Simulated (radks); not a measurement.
# Nuclear size and the levels of Cr⁺

An exercise on one series of results from a longer session: the logs are not shown, and one member is left open.

The numbers are computed with radks (a radial shooting solver on a logarithmic mesh, Libxc functionals) version 1 (Dirac Kohn-Sham, PBE, spin-unpolarised, spherical densities, finite nucleus; open shells are shared between the two j in proportion to 2j + 1), except any that are marked as measured or tabulated.

## What is computed

| Quantity | Value |
| --- | --- |
| element | chromium (Z = 24) |
| charge | +1 |
| electrons | 23 |
| configuration | [Ar] 3d5 |
| nuclear rms radius | 3.6452 fm |

Outer shells as boxes (Hund's rule):

Cr⁺
```
[Ar] core
3d [↑ ][↑ ][↑ ][↑ ][↑ ]
```

The first run:

Settings of this run:

```text
Z 24
configuration [Ar] 3d5 4s0 4p0
relativity Dirac
functional pbe,pbe
spin unpolarised
j_filling average
nucleus finite rms 3.6452 fm
c 137.035999084
```

Among the steps run: rms radius 3.6452 fm.

One table of the session follows, with a row left open; its other results are not shown here.

It belongs to the step «rms radius 3.6452 fm». Radial moments (bohr):

| level | <r> | outermost maximum (interpolated) | 90 % within | nodes |
| --- | --- | --- | --- | --- |
| 3s1/2 | 0.9032 | 0.777 | 1.36 | 2 |
| 3p1/2 | 0.9619 | 0.795 | 1.49 | 1 |
| 3p3/2 | 0.9711 | 0.802 | 1.50 | 1 |
| 4s1/2 | 3.072 | 2.58 | 4.60 | 3 |
| 3d3/2 | 1.412 | 0.841 | 2.54 | 0 |
| 3d5/2 | 1.419 | 0.844 | 2.55 | 0 |
| 4p1/2 | 3.913 | 3.26 | 5.91 | 2 |
| 4p3/2 | ? | ? | ? | ? |

**Question.** Estimate the row for 4p3/2.

**Answer.** <r>: 3.941; outermost maximum (interpolated): 3.29; 90 % within: 5.95; nodes: 2. In the column «<r>» it is the highest.
